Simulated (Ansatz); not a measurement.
# GeH4S: vertical and adiabatic energies of changing the electron count in Python

Aim: vertical and adiabatic energies of changing the electron count, for GeH4S, run from a script. SMILES: [SH][GeH3].

All numbers are computed with Ansatz 0.2.0, driven from Python. Level of theory: B3LYP+D3(BJ)/def2-TZVP.

### Step 1. The structure

Bond lengths: S1–Ge2 2.282 Å, S1–H3 1.415 Å, Ge2–H4 1.472 Å, Ge2–H5 1.567 Å, Ge2–H6 1.566 Å. Angles: S1–Ge2–H4 110.0°, S1–Ge2–H5 108.6°, S1–Ge2–H6 109.9°, H4–Ge2–H5 108.8°, H4–Ge2–H6 110.0°, H5–Ge2–H6 109.4°, Ge2–S1–H3 88.7°.

No structure file is read: the coordinates are typed or built in the script.

### Step 2. The script

The input, adiabatic.py:

```python
'''How GeH4S relaxes after losing an electron.'''

import itertools

import ansatz as az
from ase.data import atomic_numbers, covalent_radii
import numpy as np

BASIS = 'def2-TZVP'
XC = 'b3lyp'
DISPERSION = 'd3bj'
CHARGE = 1


def main() -> None:
    system = (
        az.Crystal.molecule()
        .atom('S', [0.8925, -1.1624, 1.0518])
        .atom('Ge', [-0.1828, 0.5012, -0.0816])
        .atom('H', [0.5075, -2.0635, 0.031])
        .atom('H', [-1.5966, 0.1426, -0.2829])
        .atom('H', [0.4995, 0.6739, -1.4817])
        .atom('H', [-0.078, 1.8442, 0.7172])
    )

    base = system.calculation()
    base = base.basis(gaussian=BASIS).functional(XC, dispersion=DISPERSION)
    symbols = [site.symbol for site in system.cartesian_sites]
    start = np.array([site.position_ang for site in system.cartesian_sites], dtype=float)
    rep = base.relax(force_tolerance=0.01).run(threads=1, pin='off').report
    end = np.array(rep['positions_ang'])

    minimum = az.Crystal.molecule()
    for symbol, place in zip(symbols, end):
        minimum = minimum.atom(symbol, place.tolist())
    ion = (
        minimum.calculation()
        .basis(gaussian=BASIS)
        .functional(XC, dispersion=DISPERSION)
        .charge(CHARGE)
        .spin('collinear', total=1)
    )
    vertical = ion.run(threads=1, pin='off').report
    settled = ion.relax(force_tolerance=0.01, max_steps=80).run(threads=1, pin='off').report
    print(f'vertical ionisation energy   {vertical["free_energy_ev"] - rep["free_energy_ev"]:.3f} eV')
    print(f'adiabatic, no zero point     {settled["free_energy_ev"] - rep["free_energy_ev"]:.3f} eV')
    print(f'relaxation energy of the ion {vertical["free_energy_ev"] - settled["free_energy_ev"]:.3f} eV')
    ionised = np.array(settled['positions_ang'])
    # pairs closer than 1.2 times the sum of covalent radii, before or after
    radius = [covalent_radii[atomic_numbers[s]] for s in symbols]
    span = lambda where, i, j: np.linalg.norm(where[i] - where[j])
    bonded = [(i, j) for i, j in itertools.combinations(range(len(symbols)), 2) if min(span(end, i, j), span(ionised, i, j)) < 1.2 * (radius[i] + radius[j])]
    print('pair        before    after (A)')
    for i, j in bonded:
        print(f'{symbols[i]}{i}-{symbols[j]}{j}'.ljust(10), f'{span(end, i, j):8.4f} {span(ionised, i, j):8.4f}')


if __name__ == '__main__':
    main()
```

### Step 3. What the engine is handed

The engine receives this input (first run):

```yaml
crystal:
  periodic: [false, false, false]
  atoms:
    - { symbol: S, position_ang: [0.8925, -1.1624, 1.0518] }
    - { symbol: Ge, position_ang: [-0.1828, 0.5012, -0.0816] }
    - { symbol: H, position_ang: [0.5075, -2.0635, 0.031] }
    - { symbol: H, position_ang: [-1.5966, 0.1426, -0.2829] }
    - { symbol: H, position_ang: [0.4995, 0.6739, -1.4817] }
    - { symbol: H, position_ang: [-0.078, 1.8442, 0.7172] }
basis:
  gaussian:
    orbitals: def2-TZVP
hamiltonian:
  xc: b3lyp
  dispersion: d3bj
relax:
  f_tol: 0.01
```

### Step 4. Running it

Started as:

```
> python adiabatic.py
```

Q: Predict the main results. Wanted: vertical ionisation energy; adiabatic ionisation energy, no zero point.

As calculated:

| quantity | value |
| --- | --- |
| vertical ionisation energy | 9.612 eV |
| adiabatic ionisation energy, no zero point | 9.413 eV |
| runs compared | 3 |

In words: The ionisation energy is a difference of two total energies at the neutral geometry; letting the ion relax lowers it by 0.20 eV. In CPU time, run 3 cost about 8 times as much as run 2. Run 1: After 4 moves the largest shift is 0.113 Å, of atom 6 (H). Run 3: After 5 moves the largest shift is 0.162 Å, of atom 2 (Ge). The energies are electronic: no zero-point or thermal terms, and the basis set is short of its limit. The product may relax into another structure. The relaxation finds the nearest minimum, so the adiabatic value is an upper bound. b3lyp holds the VWN-RPA fit, as in Gaussian; the form of ORCA and Turbomole is b3lyp5.
